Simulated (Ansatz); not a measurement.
**C₃H₄Se: how energies converge with the basis set**

One table from this session's results is given with a row withheld; the runs are named, their logs left out.

Computed with Ansatz 0.2.0, Gaussian basis. Level: one geometry, several basis sets.

Plan: PBE0-D4/def2-SVP; ωB97M-V/def2-SVP; PBE0-D4/def2-QZVPP; ωB97M-V/def2-QZVPP; the functionals' def2-TZVPP values are taken from earlier runs.

## The geometry

An earlier PBE0-D4 in a triple-zeta def2 set relaxation fixed the geometry.

SMILES `C#CC[SeH]`, 8 atoms, charge 0, spin multiplicity 1.

Atoms are counted from 1 here; the program's logs count them from 0.

Bond lengths: C1–C2 1.200 Å, C1–H5 1.064 Å, C2–C3 1.441 Å, C3–Se4 1.974 Å, C3–H6 1.090 Å, C3–H7 1.090 Å, Se4–H8 1.470 Å. Angles: C2–C1–H5 179.6°, C1–C2–C3 179.0°, C2–C3–Se4 109.1°, C2–C3–H6 110.8°, C2–C3–H7 110.8°, Se4–C3–H6 108.3°, Se4–C3–H7 108.3°, H6–C3–H7 109.5°, C3–Se4–H8 94.1°.

Set-up of the first run:

in.yaml

```yaml
crystal:
  periodic: [false, false, false]
  atoms:
    - {symbol: C, position_ang: [-0.695333, 1.661427, -1.110996]}
    - {symbol: C, position_ang: [-0.202914, 0.837825, -0.390541]}
    - {symbol: C, position_ang: [0.376562, -0.169146, 0.462577]}
    - {symbol: Se, position_ang: [-0.282648, -1.944177, -0.095027]}
    - {symbol: H, position_ang: [-1.128264, 2.397836, -1.745681]}
    - {symbol: H, position_ang: [0.089510, -0.008365, 1.501739]}
    - {symbol: H, position_ang: [1.463563, -0.166623, 0.381729]}
    - {symbol: H, position_ang: [0.471626, -2.665779, 0.940398]}
basis:
  gaussian: {orbitals: def2-SVP}
hamiltonian: {xc: pbe0, dispersion: d4}
output: {orbitals: {seedname: orbitals}}
```

The run is started by

```sh
$ ansatz run in.yaml --threads 2 --pin off --events-out ev --progress --plain --max-ram 4352MiB
```

Steps of the session up to this table: PBE0-D4 in def2-SVP; ωB97M-V in def2-SVP; PBE0-D4 in def2-QZVPP; ωB97M-V in def2-QZVPP.

One of the session's tables, all rows but one given; the rest of the session is left out.

It belongs to the step «Density functionals: the series». 

| functional | basis | HOMO (eV) | LUMO (eV) |
| --- | --- | --- | --- |
| PBE0-D4 | def2-SVP | ? | ? |
| PBE0-D4 | def2-TZVPP | -6.73 | -0.35 |
| PBE0-D4 | def2-QZVPP | -6.76 | -0.45 |
| ωB97M-V | def2-SVP | -8.78 | 2.09 |
| ωB97M-V | def2-TZVPP | -8.95 | 1.59 |
| ωB97M-V | def2-QZVPP | -8.98 | 1.27 |

Q: Estimate the row for PBE0-D4, def2-SVP from the others.

**Answer.** HOMO (eV): -6.56; LUMO (eV): -0.04. In the column «HOMO (eV)» it is the highest.
